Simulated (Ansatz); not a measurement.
Crystal: Ta3AsAu2O13.

```xyz
19
Lattice="5.8867 -0.0007 0.0016 2.2006 5.9139 -0.0016 1.8492 1.7413 7.5611" Properties=species:S:1:pos:R:3 pbc="T T T"
Ta    3.5266    1.3173    4.4376
Ta    8.4168    4.9839    5.7733
Ta    1.3627    1.9469    1.4289
As    2.4237    5.3061    0.2061
Au    3.4837    4.6599    2.8833
Au    6.1198    3.7059    4.3006
O     2.5979    3.8076    1.2494
O     5.5380    0.8836    0.8841
O     5.2547    7.1565    6.3257
O     8.6757    6.4976    6.9562
O     6.8735    5.5800    4.1347
O     3.0275    3.4472    4.4871
O     3.9931    5.7780    1.2997
O     5.2700    1.9520    4.6580
O     3.4479    3.9739    7.1025
O     2.8082    1.6393    2.7019
O     3.9879    5.7872    4.4863
O     6.7093    4.2043    6.1535
O     6.0934    3.0478    2.3585
```

The cell was built by a generator and needn't be a form met in nature.

Base run:

| Item | Value |
| --- | --- |
| Program | Ansatz 0.2.0 |
| Functional | PBE |
| Potentials or basis | Ansatz PAW |
| Cutoff | 420 eV (not typed: the program's choice for these potentials) |
| k mesh | 5 × 5 × 4 |
| Occupations | fermi-dirac, width 0.05 eV |
| Spin | no spin polarisation |
| Hubbard terms | Au d U = 2 eV, Ta d U = 2 eV |

Its results: band gap on the k mesh 1.71 eV, indirect (least direct gap 1.74 eV); pressure 0.8 GPa; largest force 0.129 eV/Å.

Task: The run is repeated on the same cell with these changes: hubbard terms from Au d U = 2 eV, Ta d U = 2 eV to Au d U = 6 eV, Ta d U = 6 eV. What comes out?

Result: Band gap on the k mesh 1.76 eV, indirect (least direct gap 1.79 eV); pressure 2.6 GPa; largest force 0.427 eV/Å.

Caveats: odd divisions of the mesh miss points on the zone boundary, where band edges often lie, so the gap on the mesh can be too wide; spin-orbit coupling is left out, which moves the levels of the heavy elements; the density of states is complete only up to the lowest level of the last band computed.

A k mesh can miss the band edges.
